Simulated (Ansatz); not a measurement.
This was printed by a script on Ansatz 0.2.0, Python API, for harmonic frequencies at the relaxed geometry of ClZn. What did the script look like? Level of theory (for the species named): r2SCAN, def2-SVP basis, multiplicity 2.

```xyz
2

Cl   -0.8175    0.2448   -0.4292
Zn    0.8469   -0.3050    0.4332
```

```console
$ python freq_clzn.py
pair        before    after (A)
Cl0-Zn1      1.9535   2.1514
frequencies (1/cm): 383
imaginary modes: 0  zero-point energy: 0.0238 eV
T (K)   F_vib (eV)   S_vib (meV/K)   C_vib (meV/K)
 100.0      0.0237        0.0023          0.0106
 200.0      0.0226        0.0218          0.0474
 300.0      0.0193        0.0449          0.0655
 400.0      0.0138        0.0650          0.0737
 500.0      0.0064        0.0820          0.0779
```

The script that was run (others could print the same):

`freq_clzn.py`
```python
# -*- coding: utf-8 -*-
"""Vibrations and zero-point energy of ClZn."""

from dataclasses import dataclass
import itertools

import ansatz as az
from ase.data import atomic_numbers, covalent_radii
import numpy as np


@dataclass(frozen=True)
class RunConfig:
    basis: str = "def2-SVP"
    functional: str = "r2SCAN"


settings = RunConfig()

GEOMETRY = """
Cl   -0.81750    0.24480   -0.42920
Zn    0.84690   -0.30500    0.43320
"""


def main():
    system = az.Crystal.molecule()
    for line in GEOMETRY.strip().splitlines():
        symbol, *xyz = line.split()
        system = system.atom(symbol, [float(v) for v in xyz])

    calc = (
        system.calculation()
        .basis(gaussian=settings.basis)
        .functional(settings.functional)
        .spin("collinear", total=1)
    )
    symbols = [site.symbol for site in system.cartesian_sites]
    start = np.array([site.position_ang for site in system.cartesian_sites], dtype=float)
    data = calc.relax(force_tolerance=0.003, max_steps=100).run(threads=1, backend="cpu").report
    end = np.array(data["positions_ang"])

    # pairs closer than 1.2 times the sum of covalent radii, before or after
    radius = [covalent_radii[atomic_numbers[s]] for s in symbols]
    span = lambda where, i, j: np.linalg.norm(where[i] - where[j])
    bonded = [(i, j) for i, j in itertools.combinations(range(len(symbols)), 2) if min(span(start, i, j), span(end, i, j)) < 1.2 * (radius[i] + radius[j])]
    print("pair        before    after (A)")
    for i, j in bonded:
        print(f"{symbols[i]}{i}-{symbols[j]}{j}".ljust(10), f"{span(start, i, j):8.4f} {span(end, i, j):8.4f}")

    # same settings at the minimum
    minimum = az.Crystal.molecule()
    for symbol, place in zip(symbols, end):
        minimum = minimum.atom(symbol, place.tolist())
    vibrating = (
        minimum.calculation()
        .basis(gaussian=settings.basis)
        .functional(settings.functional)
        .spin("collinear", total=1)
        .phonons(temperatures=(100, 500, 100))
    )
    vib = vibrating.run(threads=1, backend="cpu").report["vibrations"]
    sums = vib["harmonic_sums"]
    modes = [m["omega_inv_cm"] for m in sums["modes_at_gamma"] if m["rigid_motion"] == "no"]
    print("frequencies (1/cm):", " ".join(f"{w:.0f}" for w in modes))
    print("imaginary modes:", sum(w < 0 for w in modes), " zero-point energy:", round(sums["zero_point_energy_ev"], 4), "eV")
    print("T (K)   F_vib (eV)   S_vib (meV/K)   C_vib (meV/K)")
    for row in zip(sums["temperatures_k"], sums["vibrational_free_energy_ev"], vib["entropy_ev_per_k"], vib["heat_capacity_ev_per_k"]):
        print(f"{row[0]:6.1f} {row[1]:11.4f} {1000 * row[2]:13.4f} {1000 * row[3]:15.4f}")


if __name__ == "__main__":
    main()
```

Notes:
- The frequencies are harmonic and unscaled, in a modest basis.
- The run takes the species as open-shell (spin multiplicity 2), which needn't be its ground state.
- The spin state was assumed, and another may lie lower.
- Hardware and time: 75 s on 1 thread of Arm Neoverse N1, on a shared host, peak memory 0.22 GiB.
